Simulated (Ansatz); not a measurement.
# TbSbO4: the cost of one run

Method: DFT PBE, scalar-relativistic, plane waves, PAW; 4f electrons in the core of a trivalent norm-conserving potential, in Ansatz 0.2.0.

### 1 The system as given

It takes space group Cmmm (No. 65, orthorhombic). Conventional cell: a = 5.334 Å, b = 8.423 Å, c = 4.040 Å, α = 90.00°, β = 90.00°, γ = 90.00°. Around Tb (site symmetry mmm) lie 14 O at 2.88 to 3.21 Å. Around Sb (site symmetry mmm) lie 8 O at 2.42 to 2.49 Å. O (site symmetry m2m) is surrounded by 2 Sb at 2.42 Å and 3 Tb at 2.88 to 2.98 Å. Around O (site symmetry 2/m) lie 2 Sb at 2.49 Å and 4 O at 2.54 Å and 4 Tb at 3.21 Å.

As a file:

```
CELL_PARAMETERS angstrom
2.66681 -4.21166 0.00000
2.66681 4.21166 0.00000
0.00000 0.00000 4.04033
ATOMIC_POSITIONS crystal
Tb 0.00000 0.00000 0.00000
Sb 0.50000 0.50000 0.50000
O 0.34245 0.65755 0.00000
O 0.65755 0.34245 0.00000
O 0.50000 0.00000 0.50000
O 0.00000 0.50000 0.50000
```

Recipe of the guess: species swapped into a database cell of LaSiNi4 (Cmmm, No. 65), with Tb on the La sites, Sb on the Si sites and O on the Ni sites. Lengths come from tabulated atomic sizes and are only a guess.

### 2 A first look at the guess

File input.yaml:

```yaml
crystal:
  lattice:
    - [2.66680927, -4.21166004, 0.0]
    - [2.66680927, 4.21166004, 0.0]
    - [0.0, 0.0, 4.04033199]
  atoms:
    - { symbol: Tb, position: [0.0, 0.0, 0.0] }
    - { symbol: Sb, position: [0.5, 0.5, 0.5] }
    - { symbol: O, position: [0.34245253, 0.65754747, 0.0] }
    - { symbol: O, position: [0.65754747, 0.34245253, 0.0] }
    - { symbol: O, position: [0.5, 0.0, 0.5] }
    - { symbol: O, position: [0.0, 0.5, 0.5] }
basis:
  ecutwfc: 690
kpoints:
  mp_grid: { grid: [4, 4, 4] }
hamiltonian:
  xc: pbe
  pseudopotentials:
    kind: paw
    azcp: { Tb: "pseudopotentials/pbe/nc/lanthanide_3plus/Tb.nc.azcp" }
scf:
  occupations: { method: gaussian, width: 0.1 }
  lower_state_search: "off"
output:
  forces: true
  stress: true
  eigenvalues: true
```

Launch:

```console
$ ansatz run input.yaml --threads 1 --pin off --max-ram 2560MiB --backend cpu --events-out ev --progress --plain --runs-dir out
```

**Question.** How long does this run take on 1 thread of Arm Neoverse V1, shared host, and how much memory does it need?

About 8.2 s, with a peak of 0.41 GiB.
